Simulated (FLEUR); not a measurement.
Input of a FLEUR MaX-R8.1 (later development tree) run:

File inp.xml:

```xml
<?xml version="1.0" encoding="UTF-8" standalone="no"?>
<fleurInput fleurInputVersion="0.39">
   <comment>
      GaGe                                                                                                
   </comment>
   <calculationSetup>
      <cutoffs Kmax="3.5" Gmax="17.5" GmaxXC="17.5" numbands="0"/>
      <scfLoop itmax="60" minDistance="0.00001" maxIterBroyd="15" imix="Anderson" alpha="0.05" precondParam="0.0" spinf="2.0" sdNocoIR="T"/>
      <coreElectrons ctail="T" frcor="F" kcrel="0" coretail_lmax="0"/>
      <xcFunctional name="pbe" relativisticCorrections="F"/>
      <magnetism jspins="1"/>
      <soc l_soc="F" theta="0.0" phi="0.0" spav="F"/>
      <expertModes spex="0" secvar="F"/>
      <geometryOptimization l_f="F" forcealpha="1.0" forcemix="BFGS" epsdisp="0.00001" epsforce="0.00001"/>
      <ldaU l_linMix="F" mixParam="0.05" spinf="1.0"/>
   </calculationSetup>
   <cell>
      <bzIntegration valenceElectrons="43.0" mode="hist" fermiSmearingEnergy="0.00183747">
         <kPointListSelection listName="default-1"/>
         <!-- k-points included here -->
         <xi:include xmlns:xi="http://www.w3.org/2001/XInclude" href="kpts.xml"> </xi:include>
      </bzIntegration>
      <!-- symmetry operations included here -->
      <xi:include xmlns:xi="http://www.w3.org/2001/XInclude" href="sym.xml"> </xi:include>
      <bulkLattice scale="1.0">
         <bravaisMatrix>
            <row-1>    0.0000000000000000     5.4761315118153622     5.4761315118153622</row-1>
            <row-2>    5.4761315118153622     0.0000000000000000     5.4761315118153622</row-2>
            <row-3>    5.4761315118153622     5.4761315118153622     0.0000000000000000</row-3>
         </bravaisMatrix>
      </bulkLattice>
   </cell>
   <atomSpecies>
      <species name="Germanium (Ge)" element="Ge" atomicNumber="32">
         <mtSphere radius="2.17" gridPoints="727" logIncrement="0.017"/>
         <atomicCutoffs lmax="8" lnonsphr="6"/>
         <electronConfig flipSpins="F">
            <coreConfig>(1s1/2) (2s1/2) (2p1/2) (2p3/2)</coreConfig>
            <valenceConfig>(3s1/2) (3p1/2) (3p3/2) (4s1/2) (3d3/2) (3d5/2) (4p1/2) (4p3/2)</valenceConfig>
            <stateOccupation state="(4p1/2)" spinUp="0.333333" spinDown="0.333333"/>
            <stateOccupation state="(4p3/2)" spinUp="0.666667" spinDown="0.666667"/>
         </electronConfig>
         <energyParameters s="4" p="4" d="3" f="4"/>
         <lo type="SCLO" l="0" n="3" eDeriv="0"/>
         <lo type="SCLO" l="1" n="3" eDeriv="0"/>
         <lo type="SCLO" l="1" n="3" eDeriv="1"/>
         <lo type="HELO" l="2" n="4" eDeriv="0"/>
         <lo type="HELO" l="2" n="4" eDeriv="1"/>
         <lo type="SCLO" l="3" n="4" eDeriv="2"/>
      </species>
      <species name="Gallium (Ga)" element="Ga" atomicNumber="31">
         <mtSphere radius="2.17" gridPoints="727" logIncrement="0.017"/>
         <atomicCutoffs lmax="8" lnonsphr="6"/>
         <electronConfig flipSpins="F">
            <coreConfig>(1s1/2) (2s1/2) (2p1/2) (2p3/2)</coreConfig>
            <valenceConfig>(3s1/2) (3p1/2) (3p3/2) (4s1/2) (3d3/2) (3d5/2) (4p1/2) (4p3/2)</valenceConfig>
            <stateOccupation state="(4p1/2)" spinUp="0.166667" spinDown="0.166667"/>
            <stateOccupation state="(4p3/2)" spinUp="0.333333" spinDown="0.333333"/>
         </electronConfig>
         <energyParameters s="4" p="4" d="3" f="4"/>
         <lo type="SCLO" l="0" n="3" eDeriv="0"/>
         <lo type="SCLO" l="1" n="3" eDeriv="0"/>
         <lo type="SCLO" l="1" n="3" eDeriv="1"/>
         <lo type="HELO" l="2" n="4" eDeriv="0"/>
         <lo type="HELO" l="2" n="4" eDeriv="1"/>
         <lo type="SCLO" l="3" n="4" eDeriv="2"/>
      </species>
   </atomSpecies>
   <atomGroups>
      <atomGroup species="Germanium (Ge)">
         <relPos label="                   1">.0000000000 .0000000000 .0000000000</relPos>
         <force calculate="T" relaxXYZ="TTT"/>
      </atomGroup>
      <atomGroup species="Gallium (Ga)">
         <relPos label="                   2">1.000/4.000 1.000/4.000 1.000/4.000</relPos>
         <force calculate="T" relaxXYZ="TTT"/>
      </atomGroup>
   </atomGroups>
   <output dos="F" band="F" slice="F">
      <checks vchk="F" cdinf="F"/>
      <bandDOS minEnergy="-.5*Htr" maxEnergy="0.5*Htr" sigma="0.015" storeEVData="T"/>
      <vacuumDOS vacdos="F" integ="F" star="F" nstars="0" locx1="0.0" locy1="0.0" locx2="0.0" locy2="0.0" nstm="0" tworkf="0.0"/>
      <unfoldingBand unfoldBand="F" supercellX="1" supercellY="1" supercellZ="1"/>
      <plotting iplot="0" polar="F">
         <plot TwoD="T" vec1="  1.0  0.0  0.0" vec2="  0.0  1.0  0.0" vec3="  0.0  0.0  1.0" zero="  0.0  0.0  0.0" file="plot"/>
      </plotting>
      <chargeDensitySlicing numkpt="0" minEigenval="0.0" maxEigenval="0.0" nnne="0" pallst="F"/>
      <specialOutput eonly="F"/>
      <moessbauerParams electricFieldGradient="T" isomerShift="T" coreHyperfine="T" valenceHyperfine="T"/>
      <magneticCircularDichroism mcd="F" energyLo="-10.0" energyUp="0.0"/>
   </output>
  <!-- We include the file relax.xml here to enable relaxations (see documentation) -->
  <xi:include xmlns:xi="http://www.w3.org/2001/XInclude" href="relax.xml"> <xi:fallback/> </xi:include>
</fleurInput>
```

crystal.txt

```
GaGe
&input cartesian=F /
0.0000000000  2.8978440000  2.8978440000
2.8978440000  0.0000000000  2.8978440000
2.8978440000  2.8978440000  0.0000000000
1.8897261246
1.0 1.0 1.0

2
32 0.0000000000  0.0000000000  0.0000000000
31 0.2500000000  0.2500000000  0.2500000000

&kpt div1=8 div2=8 div3=8 gamma=T /
```

Potentials or basis: all-electron, FLAPW.

Launch:

```console
$ inpgen -f crystal.txt -profile veryFastHighL
$ # inp.xml edited to the form shown
$ fleur_MPI
```

(1) Predict the band gap on the k mesh.

Answers

(1) none (metal or under the smearing width).
